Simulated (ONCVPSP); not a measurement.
# An ONCV potential for germanium, from input to tests

Aim: build the potential from the settings below, then test how well it stands in for the atom: other configurations, scattering, ghost states and the plane-wave cutoff that it needs.

The numbers are computed with ONCVPSP 4.0.1.1 (patched build) (PBE, scalar-relativistic, spin-unpolarised reference atom).

**1. Settings**

Typed settings, in words:

* element: germanium (Ge, Z = 32)
* type: optimised norm-conserving Vanderbilt (ONCV)
* frozen core: [Ar] 3d10
* valence charge: 4
* reference configuration: 4s2 4p2
* partial waves: 4s: rc 1.70 bohr, ncon 3, nbas 7, qcut 4.6 1/bohr, 2 projectors, debl 0.7 Ha; 4p: rc 1.80 bohr, ncon 4, nbas 8, qcut 5.5 1/bohr, 2 projectors, debl 1.1 Ha; d scattering state at 0.14 Ha: rc 1.95 bohr, ncon 4, nbas 9, qcut 5.3 1/bohr, 2 projectors, debl 0.8 Ha
* local potential: polynomial inside 1.05 bohr (lpopt 5, dvloc0 0 Ha)
* core correction: Teter function, fcfact 5, rcfact 1.4

An earlier all-electron run gives the scale for the radii.

All-electron outer shells of the reference configuration (PBE, scalar-relativistic, ld1.x):

| shell | level (eV) | outermost node (bohr) | outermost maximum (bohr) |
| --- | --- | --- | --- |
| 3p | -115.62 | 0.23 | 0.54 |
| 3d | -29.31 | – | 0.50 |
| 4s | -11.73 | 0.77 | 1.75 |
| 4p | -3.90 | 0.82 | 2.22 |

**2. Generation**

Contents of Ge.dat:

```
# ATOM AND REFERENCE CONFIGURATION
# atsym  z   nc   nv     iexc    psfile
  Ge 32.00    6    2        4      upf
#
#   n    l    f
    1    0    2.00
    2    0    2.00
    2    1    6.00
    3    0    2.00
    3    1    6.00
    3    2   10.00
    4    0    2.00
    4    1    2.00
#
# PSEUDOPOTENTIAL AND OPTIMIZATION
# lmax
    2
#
#   l,   rc,      ep,       ncon, nbas, qcut
    0    1.70    0.00    3    7    4.60
    1    1.80    0.00    4    8    5.50
    2    1.95    0.14    4    9    5.30
#
# LOCAL POTENTIAL
# lloc, lpopt,  rc(5),   dvloc0
    4    5    1.05    0.00
#
# VANDERBILT-KLEINMAN-BYLANDER PROJECTORs
# l, nproj, debl
    0    2    0.70
    1    2    1.10
    2    2    0.80
#
# MODEL CORE CHARGE
# icmod, fcfact, rcfact
    3    5.00    1.40
#
# LOG DERIVATIVE ANALYSIS
# epsh1, epsh2, depsh
   -2.00    5.00    0.02
#
# OUTPUT GRID
# rlmax, drl
    6.00    0.01
#
# TEST CONFIGURATIONS
# ncnf
    4
# nvcnf
#   n    l    f
    2
    4    0    2.00
    4    1    1.00
#
    2
    4    0    2.00
    4    1    0.00
#
    2
    4    0    1.00
    4    1    0.00
#
    2
    4    0    0.00
    4    1    4.00
#
```

On the command line:

```sh
$ oncvpsp.x < Ge.dat > Ge.out
```

What does the calculation give? Wanted: cutoffs for 1 and 0.1 mHa per electron, occupied waves; bound ghosts; GHOST(+) flags; largest test error; largest phase difference near zero energy, channels read; rms error of d²Exc/dn², without and with the model core.

**Answer**, as computed:

```
                                                quantity                                   value
  cutoffs for 1 and 0.1 mHa per electron, occupied waves                        8.5 Ha and 12 Ha
                                            bound ghosts                          d at -17.81 eV
                                          GHOST(+) flags                 s at -6 eV, p at 108 eV
                            largest test error (AE − PS)  -87 meV, for 4s2 4p0 (1 test unsolved)
largest phase difference near zero energy, channels read                               3.142 rad
 rms error of d²Exc/dn², without and with the model core                       5.50 and 0.91 mHa
```

In words: A bound ghost (d) makes it unfit for use: electrons can fall into a state that the atom doesn't have. The worst unpolarised test, 4s2 4p0, is off by 87 meV on 22.9 eV; by total energies transferability rates as fair where solved. Of the tests 1 gave no usable energy difference, which is a warning in itself. The potential is soft on the atom: the looser tolerance needs 8.5 Ha. That counts occupied waves only; other projectors can need more. Near zero energy the largest phase difference among the channels read is 3.14 rad, in the s channel (at the energies tabulated). A step near π is an extra or missing state, not a misfit of shape. The pseudo curves have a pole with no partner nearby in the atom's: s at -0.24 Ha. The program also flags highly localised states, GHOST(+) (s, p). These are tests on the free atom; a crystal test is still owed.
